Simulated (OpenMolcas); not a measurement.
# InH in OpenMolcas, from active space to Ω levels

Aim: the low electronic states of InH, first without spin–orbit coupling and then as Ω levels, at one distance and along the bond.

The runs use OpenMolcas 26.06; SA-CASSCF(4,5), XMS-CASPT2, RASSI; ANO-RCC-VTZP.

All values are calculated.

**1. The job**

C2 symmetry about the axis (a holds Σ, Δ, Γ; b holds Π, Φ, H; Σ⁺ and Σ⁻ are not told apart); roots by multiplicity and irrep: 1a 1, 3b 4, 1b 2, 3a 2, 5a 1.

Active shells: In 5s 5p, H 1s.

Input file m.inp:

```
&GATEWAY
Coord
2
angstrom
In 0.0 0.0 0.0
H 0.0 0.0 1.8590
Basis=ANO-RCC-VTZP
Group=XY
RX2C
AMFI
ANGMom
0.0 0.0 0.0
RICD
&SEWARD
&GUESSORB
&RASSCF
FileOrb=$CurrDir/o11.orb
Symmetry=1
Spin=1
nActEl=4 0 0
Inactive=13 10
RAS2=3 2
CIRoot=1 1 1
Linear
Iterations=120 100
OrbListing=Nothing
PRWF=0.15
>>COPY $Project.RasOrb $CurrDir/o11.orb
>>COPY $Project.rasscf.h5 $CurrDir/r11.h5
&CASPT2
XMultistate=all
Imaginary=0.2
IPEA=0.25
MaxIter=40
>>COPY $Project.JobMix JOB001
&RASSCF
FileOrb=$CurrDir/o32.orb
Symmetry=2
Spin=3
nActEl=4 0 0
Inactive=13 10
RAS2=3 2
CIRoot=4 4 1
Linear
Iterations=120 100
OrbListing=Nothing
PRWF=0.15
>>COPY $Project.RasOrb $CurrDir/o32.orb
>>COPY $Project.rasscf.h5 $CurrDir/r32.h5
&CASPT2
XMultistate=all
Imaginary=0.2
IPEA=0.25
MaxIter=40
>>COPY $Project.JobMix JOB002
&RASSCF
FileOrb=$CurrDir/o12.orb
Symmetry=2
Spin=1
nActEl=4 0 0
Inactive=13 10
RAS2=3 2
CIRoot=2 2 1
Linear
Iterations=120 100
OrbListing=Nothing
PRWF=0.15
>>COPY $Project.RasOrb $CurrDir/o12.orb
>>COPY $Project.rasscf.h5 $CurrDir/r12.h5
&CASPT2
XMultistate=all
Imaginary=0.2
IPEA=0.25
MaxIter=40
>>COPY $Project.JobMix JOB003
&RASSCF
FileOrb=$CurrDir/o31.orb
Symmetry=1
Spin=3
nActEl=4 0 0
Inactive=13 10
RAS2=3 2
CIRoot=2 2 1
Linear
Iterations=120 100
OrbListing=Nothing
PRWF=0.15
>>COPY $Project.RasOrb $CurrDir/o31.orb
>>COPY $Project.rasscf.h5 $CurrDir/r31.h5
&CASPT2
XMultistate=all
Imaginary=0.2
IPEA=0.25
MaxIter=40
>>COPY $Project.JobMix JOB004
&RASSCF
FileOrb=$CurrDir/o51.orb
Symmetry=1
Spin=5
nActEl=4 0 0
Inactive=13 10
RAS2=3 2
CIRoot=1 1 1
Linear
Iterations=120 100
OrbListing=Nothing
PRWF=0.15
>>COPY $Project.RasOrb $CurrDir/o51.orb
>>COPY $Project.rasscf.h5 $CurrDir/r51.h5
&CASPT2
XMultistate=all
Imaginary=0.2
IPEA=0.25
MaxIter=40
>>COPY $Project.JobMix JOB005
&RASSI
Nr of JobIphs=5 1 4 2 2 1
1
1 2 3 4
1 2
1 2
1
SpinOrbit
EJob
Omega
MEES
MESO
Properties=4
'AngMom' 3 'Mltpl  1' 1 'Mltpl  1' 2 'Mltpl  1' 3
Thrs=1.0d-4
>>COPY $Project.rassi.h5 $CurrDir/so.h5
```

Each module block was a call of its own in one work directory; start orbitals came from a preliminary run.

The run is started by

```bash
$ pymolcas m.inp
```

**2. The spin-free blocks**

Output, in excerpt, cut to the lines that bear on the results:

```text
[...]
      Number of active orbitals                  5
[...]
      Spin quantum number                      0.0
[...]
      Active orbitals                            3   2
[...]
      printout of CI-coefficients larger than  0.15 for root  1
      energy=   -5878.809276
      conf/sym  111 22     Coeff  Weight
            12  022 00  -0.96863 0.93824
      Natural orbitals and occupation numbers for root  1
      sym 1:   0.031082   1.902489   1.972672
      sym 2:   0.046879   0.046879
      RASSCF energy for state  1                  -5878.80927609
::    RASSCF root number  1 Total energy:  -5878.80927609
[...]
      Number of CSFs                            28
[...]
      E2 (Variational):          -0.4467928371
[...]
      Natural orbitals and occupation numbers for root  1
      sym 1:   0.043459   0.997793   1.944253
      sym 2:   0.014495   1.000000
      Natural orbitals and occupation numbers for root  2
      sym 1:   0.043459   0.997793   1.944253
[...]
::    RASSCF root number  1 Total energy:  -5878.73074532
[...]
      Natural orbitals and occupation numbers for root  2
      sym 1:   0.057235   0.997827   1.930181
      sym 2:   1.000000   0.014756
      RASSCF energy for state  2                  -5878.70276995
::    RASSCF root number  1 Total energy:  -5878.70276995
[...]
      Natural orbitals and occupation numbers for root  1
      sym 1:   0.000376   0.268210   1.731414
      sym 2:   1.000000   1.000000
      Natural orbitals and occupation numbers for root  2
      sym 1:   1.000000   0.982592   1.935809
      sym 2:   0.040799   0.040799
      RASSCF energy for state  2                  -5878.61579968
::    RASSCF root number  1 Total energy:  -5878.61625305
::    RASSCF root number  2 Total energy:  -5878.61579968
[...]
::    XMS-CASPT2 Root  1     Total energy:  -5879.07567645
::    XMS-CASPT2 Root  2     Total energy:  -5879.05239511
[...]
      Natural orbitals and occupation numbers for root  1
      sym 1:   0.000000   1.000000   1.000000
      sym 2:   1.000000   1.000000
      RASSCF energy for state  1                  -5878.56819804
::    RASSCF root number  1 Total energy:  -5878.56819804
[...]
      E2 (Variational):          -0.4195300212
      Total energy:           -5878.9877280599
[...]
```

Spin-free states (degenerate pairs once); dipoles are positive if H is the positive end.

```
state  CASSCF root of the same rank (eV)  XMS-CASPT2 (eV)  μ of the rotated CASSCF state (D)
(1)1Σ                               0.00            0.000                              -0.47
(1)3Π                               2.14            1.970                              -0.38
(1)1Π                               2.90            2.709                               0.22
(1)3Σ                               5.25            4.909                               2.27
(2)3Σ                               5.26            5.542                              -0.69
(2)3Π                               5.92            5.863                               1.40
(1)5Σ                               6.56            7.302                               1.26
```

State-averaged natural occupations by block (full and empty orbitals left out): 1a: 0.03 1.90 1.97 0.05 0.05; 3b: 0.12 1.31 1.54 0.51 0.51; 1b: 0.06 1.00 1.93 0.51 0.51; 3a: 0.50 0.66 1.80 0.52 0.52; 5a: 1.00 1.00 1.00 1.00. Reference weights run from 0.909 to 0.927.

**3. Spin–orbit coupling by RASSI**

RASSI output, in excerpt, cut to the lines that bear on the results:

```text
[...]
   Eigenvalues of complex Hamiltonian:
  (Shifted by EMIN (a.u.) =      -5879.2560689298)
 SO State       Relative EMIN(au)   Rel lowest level(eV)    D:o, cm**(-1)      Omega
     1            -0.0002586103        0.0000000000              0.0000         0.0
     2             0.0691571582        1.8888992882          15235.0002         0.0
     3             0.0694038947        1.8956133307          15289.1526         0.0
     4             0.0720079079        1.9664721396          15860.6674         1.0
     5             0.0720079112        1.9664722294          15860.6682         1.0
     6             0.0755610852        2.0631590210          16640.4997         2.0
     7             0.0755610852        2.0631590210          16640.4997         2.0
     8             0.0997840862        2.7223004575          21956.8340         1.0
     9             0.0997840932        2.7223006468          21956.8355         1.0
    10             0.1803638665        4.9149879809          39642.0515         0.0
    11             0.1804222562        4.9165768461          39654.8666         1.0
    12             0.1804222562        4.9165768461          39654.8666         1.0
    13             0.2032448694        5.5376117892          44663.8512         0.0
    14             0.2035503117        5.5459232985          44730.8880         1.0
[...]
```

Wall time 47 s (1 thread of Intel Xeon Platinum 8259CL at 2.50GHz (Skylake/Cascade Lake), shared host); peak memory 0.33 GiB.

Levels:

```csv
Ω,energy (cm⁻¹),parentage,f from lowest
0,0,100% (1)1Σ,0
0,15235,100% (1)3Π,0
0,15289,100% (1)3Π,0
1,15861,99% (1)3Π,0.00038
2,16640,100% (1)3Π,0
1,21957,99% (1)1Π,0.048
0,39642,100% (1)3Σ,0
1,39655,100% (1)3Σ,5.4e-05
0,44664,95% (2)3Σ,1.4e-05
1,44731,98% (2)3Σ,1.6e-05
0,46670,100% (2)3Π,0
0,46770,95% (2)3Π + 5% (2)3Σ,0.00028
1,47387,98% (2)3Π,0
2,48012,100% (2)3Π,0
0,58961,100% (1)5Σ,0
1,58965,100% (1)5Σ,0
2,58980,100% (1)5Σ,0
```

**4. Along the bond: spin-free states**

The same input was run at the other distances; those logs are left out. Energies in eV from the lowest point of the curves kept. Curves are followed by energy order within each symmetry, so they can change character at crossings; Σ⁺ and Σ⁻ are counted together.

```
R (Å)  (1)1Σ  (1)3Π  (1)3Σ  (1)1Π  (2)3Π  (2)3Σ  (1)5Σ
1.775  0.013  1.941  5.195  2.750  6.123  5.460  7.481
1.859  0.000  1.970  4.909  2.709  5.863  5.542  7.302
1.952  0.044  2.046  4.621  2.704  5.660  5.665  7.157
2.045  0.130  2.121  4.362  2.700  5.531  5.803  7.055
2.175  0.295  2.234  4.042  2.701  5.459  5.999  6.960
2.342  0.546  2.343  3.696  2.689  5.520  6.226  6.893
2.603  0.960  2.430  3.290  2.650  5.754  6.491  6.853
2.974  1.502  2.474  2.928  2.614  6.202  6.702  6.851
3.532  2.096  2.494  2.678  2.585  6.626  6.817  6.870
4.276  2.474  2.505  2.576  2.585  6.814  6.851  6.885
5.577  2.615  2.516  2.552  2.603  6.855  6.861  6.885
```

**5. Along the bond: spin–orbit levels**

Energies in eV from the lowest point of the curves kept. Curves are followed by energy order within each symmetry, so they can change character at crossings; levels whose Ω could not be read are left out of the count.

```
R (Å)  (1)Ω=0  (2)Ω=0  (3)Ω=0  (1)Ω=1  (1)Ω=2
1.775   0.013   1.860   1.867   1.939   2.035
1.859   0.000   1.889   1.896   1.966   2.063
1.952   0.045   1.964   1.971   2.041   2.139
2.045   0.131   2.039   2.047   2.114   2.214
2.175   0.296   2.150   2.160   2.223   2.327
2.342   0.547   2.255   2.269   2.325   2.435
2.603   0.960   2.336   2.357   2.397   2.523
2.974   1.499   2.370   2.404   2.418   2.568
3.532   2.077   2.372   2.442   2.406   2.588
4.276   2.344   2.366   2.563   2.394   2.598
5.577   2.370   2.384   2.627   2.398   2.609
```

All 13 distances took 11 min on 1 thread of Intel Xeon Platinum 8259CL at 2.50GHz (Skylake/Cascade Lake), shared host; 2 of them failed the checks on weights, roots and symmetry and are left out.

**6. What came out**

| quantity | value |
| --- | --- |
| lowest spin-free state | (1)1Σ |
| next spin-free state | (1)3Π, 1.970 eV |
| lowest level | Ω = 0, 100 % (1)1Σ |
| next level | Ω = 0, 15235 cm⁻¹ |
| lowering by spin–orbit coupling | 57 cm⁻¹ |

At 1.859 Å the lowest computed level has Ω = 0 and is 100 % (1)1Σ. Only the spin multiplicities and numbers of roots in the input were computed, so the list of states is not complete and the lowest one found need not be the ground state; labels number the states computed.
